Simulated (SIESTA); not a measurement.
SiRh3:

```xyz
4
Lattice="-1.9336 1.9336 3.6693 1.9336 -1.9336 3.6693 1.9336 1.9336 -3.6693" Properties=species:S:1:pos:R:3 pbc="T T T"
Rh    0.0000    0.0000    3.6693
Rh    1.9336    0.0000    1.8347
Rh    0.0000    1.9336    1.8347
Si    0.0000    0.0000    0.0000
```

The cell comes from a database or a generator and needn't be the stable form of this composition.

* Program: SIESTA 5.4.2
* Task: single point
* Functional: PBE
* Potentials or basis: PseudoDojo 0.4 standard (PBE files)
* Basis: DZP (energy shift 0.003 Ry; two zetas on semicore shells)
* Grid cutoff: 800 Ry
* Energy shift: 0.003 Ry
* k mesh: 10 × 10 × 10
* Occupations: fermi-dirac, width 0.05 eV
* Spin: no spin polarisation

On this cell: pressure 0.8 GPa; largest force under 0.003 eV/Å; band gap on the k mesh none (metal or under the smearing width).

The same run follows on a disturbed copy (atoms moved at random, drawn with an rms of 0.05 Å):

```
Rh Si
1.0
    -1.93357    1.93357    3.66934
     1.93357   -1.93357    3.66934
     1.93357    1.93357   -3.66934
Rh Si
3 1
Direct
  0.49556 0.48948 0.00287
  0.24326 0.75728 0.50609
  0.74916 0.24609 0.49356
  0.99887 0.00314 0.00092
```

What does the disturbed cell give?

The energy (extrapolated to zero smearing) moves by +12.7 meV/atom; pressure 1.5 GPa; largest force 1.094 eV/Å; band gap on the k mesh none (metal or under the smearing width).

Forces on the atoms (eV/Å):
```
Rh   0.211 -0.252  1.043
Rh  -0.604  0.149 -0.380
Rh   0.427  0.066 -0.530
Si  -0.033  0.037 -0.134
```

Stress tensor (GPa, compression positive):
```
 0.54 -0.06  1.08
-0.06  2.22 -0.07
 1.08 -0.07  1.61
```

Caveats: the basis of atomic orbitals isn't converged, which shifts pressures, moduli and gaps.
